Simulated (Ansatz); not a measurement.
**CH6F2GeSi: up Jacob's ladder to CCSD(T)**

How much do the methods differ for CH6F2GeSi? The plan is to run it at one geometry with functionals of several rungs and with coupled cluster. The yardstick is the atomisation energy at the CCSD(T) limit.

Computed with Ansatz 0.2.0, Gaussian basis. Level: functionals in def2-TZVPP, the program's frozen cores in correlated methods.

The runs, in order: PBE-D4, r2SCAN-D4, PBE0-D4, B3LYP-D4, ωB97X-V, ωB97M-V, B2PLYP; CCSD(T)/def2-TZVPP; MP2/def2-QZVPP; extrapolation to the limit.

### 1 Structure used throughout

The geometry comes from an earlier relaxation with PBE0-D4 in a triple-zeta def2 set; it is a stationary point, not always the lowest conformer.

SMILES `F[CH](F)[GeH2][SiH3]`, 11 atoms, charge 0, spin multiplicity 1.

Atoms are counted from 1 here; the program's logs count them from 0.

Bond lengths: F1–C2 1.363 Å, C2–F3 1.363 Å, C2–Ge4 2.002 Å, C2–H6 1.095 Å, Ge4–Si5 2.378 Å, Ge4–H7 1.538 Å, Ge4–H8 1.538 Å, Si5–H9 1.485 Å, Si5–H10 1.485 Å, Si5–H11 1.486 Å. Angles: F1–C2–F3 107.3°, F1–C2–Ge4 110.0°, F1–C2–H6 107.5°, F3–C2–Ge4 110.0°, F3–C2–H6 107.5°, Ge4–C2–H6 114.3°, C2–Ge4–Si5 109.0°, C2–Ge4–H7 106.8°, C2–Ge4–H8 106.8°, Si5–Ge4–H7 112.6°, Si5–Ge4–H8 112.6°, H7–Ge4–H8 108.7°, Ge4–Si5–H9 109.7°, Ge4–Si5–H10 109.7°, Ge4–Si5–H11 109.2°, H9–Si5–H10 109.8°, H9–Si5–H11 109.3°, H10–Si5–H11 109.3°.

### 2 PBE-D4 (GGA)

Input file in.yaml:

```yaml
crystal:
  periodic: [false, false, false]
  atoms:
    - {symbol: F, position_ang: [-2.153477, 0.805265, -0.082066]}
    - {symbol: C, position_ang: [-1.087444, 1.051745, -0.894760]}
    - {symbol: F, position_ang: [-0.498903, 2.199269, -0.453701]}
    - {symbol: Ge, position_ang: [0.213939, -0.466523, -0.795591]}
    - {symbol: Si, position_ang: [0.937835, -0.720349, 1.455424]}
    - {symbol: H, position_ang: [-1.477711, 1.247112, -1.899460]}
    - {symbol: H, position_ang: [1.369362, -0.126347, -1.752659]}
    - {symbol: H, position_ang: [-0.514893, -1.713278, -1.325751]}
    - {symbol: H, position_ang: [-0.230099, -1.005260, 2.326431]}
    - {symbol: H, position_ang: [1.609369, 0.524066, 1.907498]}
    - {symbol: H, position_ang: [1.897423, -1.852600, 1.535235]}
basis:
  gaussian: {orbitals: def2-TZVPP}
hamiltonian: {xc: pbe, dispersion: d4}
output: {forces: true, orbitals: {seedname: orbitals}}
```

On the command line:

```console
$ ansatz run in.yaml --threads 2 --pin off --events-out ev --progress --plain --max-ram 22528MiB --backend cpu
```

Further steps of the session: r2SCAN-D4 (meta-GGA); PBE0-D4 (hybrid); B3LYP-D4 (hybrid); ωB97X-V (range-separated); ωB97M-V (range-separated); B2PLYP (double hybrid); CCSD(T) in def2-TZVPP; MP2 in def2-QZVPP.

**Question.** What will the summary of the whole plan be? Wanted: atomisation energy, CCSD(T)/CBS; farthest; mean size of error, hybrid; mean size of error, range-separated; gap, smallest and largest; T1 diagnostic; triples share of the correlation energy.

The runs gave:

| quantity | value |
| --- | --- |
| atomisation energy, CCSD(T)/CBS | 3464.2 kJ/mol |
| functionals within 34.6 kJ/mol (1.0 %) | PBE-D4, r2SCAN-D4, PBE0-D4, B3LYP-D4, ωB97X-V, ωB97M-V |
| farthest | B2PLYP (-60.1 kJ/mol) |
| mean size of error, hybrid | 28.4 kJ/mol |
| mean size of error, range-separated | 17.0 kJ/mol |
| gap, smallest and largest | 6.07 eV (PBE-D4), 12.52 eV (ωB97X-V) |
| T1 diagnostic | 0.0125 |
| triples share of the correlation energy | 3.2 % |

PBE-D4 is off by +30.3 kJ/mol. Double hybrids carry the basis error of their MP2 part in triple zeta, and no dispersion term here, so their miss is partly the set-up's. Misses under about 34.6 kJ/mol are within the doubt on the reference itself, which lacks core-valence correlation, relativity and higher excitations, and its outer-core shells are covered unevenly. Hartree-Fock recovers 72 % of the binding; the rest is correlation. Orbital gaps span 6.1 to 12.5 eV; exact exchange widens them. Correlated methods include outer-core shells of Ge, which these sets cover unevenly.
